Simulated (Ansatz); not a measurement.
# CaCd3F8: the band gap up the ladder of functionals

The task here is to estimate one member of a computed series from the others.

Code: Ansatz 0.2.0. PAW datasets, plane waves. Note: simulated data, non-magnetic, for a generated structure that need not be the stable one.

**The system as given**

The cell was relaxed beforehand with r2SCAN.

The symmetry is Cmmm (No. 65, orthorhombic); conventional cell a = 7.643 Å, b = 10.804 Å, c = 3.817 Å, 13.13 Å³ an atom. Around Cd lie 8 F at 2.34 Å; around F lie 3 Cd at 2.34 Å and 1 Ca at 2.35 Å; around Ca lie 8 F at 2.34–2.35 Å; around F lie 4 Cd at 2.34 Å; around F lie 2 Cd at 2.34 Å and 2 Ca at 2.34 Å.

The structure in full:

Space group Cmmm (No. 65). a = 7.643 Å, b = 10.804 Å, c = 3.817 Å, α = 90.00°, β = 90.00°, γ = 90.00°
| atom | site | symmetry | x | y | z |
| --- | --- | --- | --- | --- | --- |
| Cd | 4e | ..2/m | 0.2500 | 0.2500 | 0.0000 |
| F | 8q | ..m | 0.2492 | 0.8748 | 0.5000 |
| Ca | 2c | mmm | 0.5000 | 0.0000 | 0.5000 |
| F | 4i | m2m | 0.5000 | 0.6248 | 0.0000 |
| F | 4i | m2m | 0.5000 | 0.8744 | 0.0000 |
| Cd | 2d | mmm | 0.0000 | 0.0000 | 0.5000 |

Set-up of the first run:

input.yaml reads:

```yaml
crystal:
  lattice:
    - [3.8216128149, -5.401773243, 0.0]
    - [3.8216128149, 5.401773243, 0.0]
    - [0.0, 0.0, 3.817410547]
  atoms:
    - { symbol: Cd, position: [0.0, 0.5, 0.0] }
    - { symbol: F, position: [0.3743196844, 0.1240038031, 0.5] }
    - { symbol: F, position: [0.1240038031, 0.3743196844, 0.5] }
    - { symbol: Ca, position: [0.5, 0.5, 0.5] }
    - { symbol: F, position: [0.8751527587, 0.1248472413, 0.0] }
    - { symbol: F, position: [0.625637136, 0.374362864, 0.0] }
    - { symbol: Cd, position: [0.0, 0.0, 0.5] }
    - { symbol: F, position: [0.374362864, 0.625637136, 0.0] }
    - { symbol: F, position: [0.1248472413, 0.8751527587, 0.0] }
    - { symbol: Cd, position: [0.5, 0.0, 0.0] }
    - { symbol: F, position: [0.8759961969, 0.6256803156, 0.5] }
    - { symbol: F, position: [0.6256803156, 0.8759961969, 0.5] }
kpoints:
  mp_grid: { grid: [4, 4, 6] }
  band_path:
    path:
      - [[0.0, 0.0, 0.0], [-0.5, 0.5, -1.283426989102e-18], [-0.3751297794886, 0.6248702205114, -1.283426989102e-18]]
      - [[0.3751297794886, 0.3751297794886, 2.672074191957e-35], [0.0, 0.0, 0.0], [-1.369854556957e-34, 1.369854556957e-34, 0.5], [0.3751297794886, 0.3751297794886, 0.5]]
      - [[-0.3751297794886, 0.6248702205114, 0.5], [-0.5, 0.5, 0.5], [-0.5, 0.5, -1.283426989102e-18]]
      - [[0.0, 0.0, 0.0], [-2.028022162056e-17, 0.5, -6.417134945509e-19], [-1.899533711882e-17, 0.5, 0.5], [-1.369854556957e-34, 1.369854556957e-34, 0.5], [-0.5, 0.5, 0.5]]
    npoints: 10
hamiltonian:
  xc: pbe
scf:
  occupations: { method: fermi_dirac, width: 0.02 }
  n_extra_bands: 7
output:
  forces: true
  stress: true
  eigenvalues: true
```

Among the steps run: Band structure with PBE; Single point with r2SCAN; HSE06; PBE+SOC at the same geometry; Single point with PBE0.

One table of the session follows, with a row left open; its other results are not shown here.

```
  level  gap (eV)
    PBE      3.67
 r2SCAN      4.35
  HSE06      5.76
PBE+SOC      3.67
   PBE0         ?
```

Q: Estimate the row for PBE0 from the others.

As computed: gap (eV): 6.51. In the column «gap (eV)» it is the highest.

Meshes: PBE 4×4×6, r2SCAN 4×4×6, HSE06 2×2×4, PBE+SOC 4×4×6, PBE0 2×2×4

Against HSE06, PBE is short by 2.09 eV, at 64 % of it, and r2SCAN 76 %. PBE0 lies 0.76 eV above HSE06, which differs from it by screening the long-range exchange.

To keep in mind: Warnings in the runs' records: stress scf threshold loose, stress exchange threshold loose.
